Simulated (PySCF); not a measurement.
# C4H7BrN2Si: the cost of one run

The runs use PySCF 2.14.0, with density-fitted response routines of our own; the level of theory stands in each step. All values are computed, except where a source is named. Atoms are numbered from 0 throughout.

### 1 The molecule as given

15 atoms, charge 0, multiplicity 1; geometry from: GFN2-xTB.

Bonds of the start (Å): C0–C1 1.48, C1–C2 1.38, C2–Br3 1.88, C2–C4 1.41, C4–N5 1.31, N5–N6 1.35, N6–Si7 1.76, N6–C1 1.36, C0–H8 1.09, C0–H9 1.09, C0–H10 1.09, C4–H11 1.07, Si7–H12 1.45, Si7–H13 1.46, Si7–H14 1.46.

### 2 TDDFT and polarisability: CAM-B3LYP/def2-SVPD

Job settings and geometry (Å):

```
{"job": {"kind": "uv", "xc": "CAM-B3LYP", "basis": "def2-SVPD", "nstates": 8, "ntriplets": 3}, "charge": 0, "multiplicity": 1}
C     -0.050637     1.790399     0.107394
C      0.486815     0.418038    -0.040651
C      1.776426    -0.028896    -0.233638
Br     3.330690     1.026190    -0.376070
C      1.689190    -1.431181    -0.302235
N      0.443303    -1.806576    -0.161692
N     -0.294813    -0.689765    -0.001330
Si    -2.033989    -0.867005     0.212964
H     -0.774015     2.004136    -0.678884
H      0.759725     2.512907     0.045970
H     -0.552487     1.902240     1.068074
H      2.476681    -2.143252    -0.445620
H     -2.234903    -2.302950     0.160974
H     -2.666540    -0.123751    -0.878941
H     -2.359860    -0.252545     1.501772
```

Method: TDDFT CAM-B3LYP/def2-SVPD, vertical, gas phase, core orbitals frozen in the response.

Command:

```sh
OMP_NUM_THREADS=1 python probes_run.py task.json out
```

The driver reads the jobs from task.json and runs them one after another.

**Question.** How long does this job take on 1 thread of Arm Neoverse V1, shared host, and how much memory does it need?

About 100 s, with a peak of 1.1 GiB.
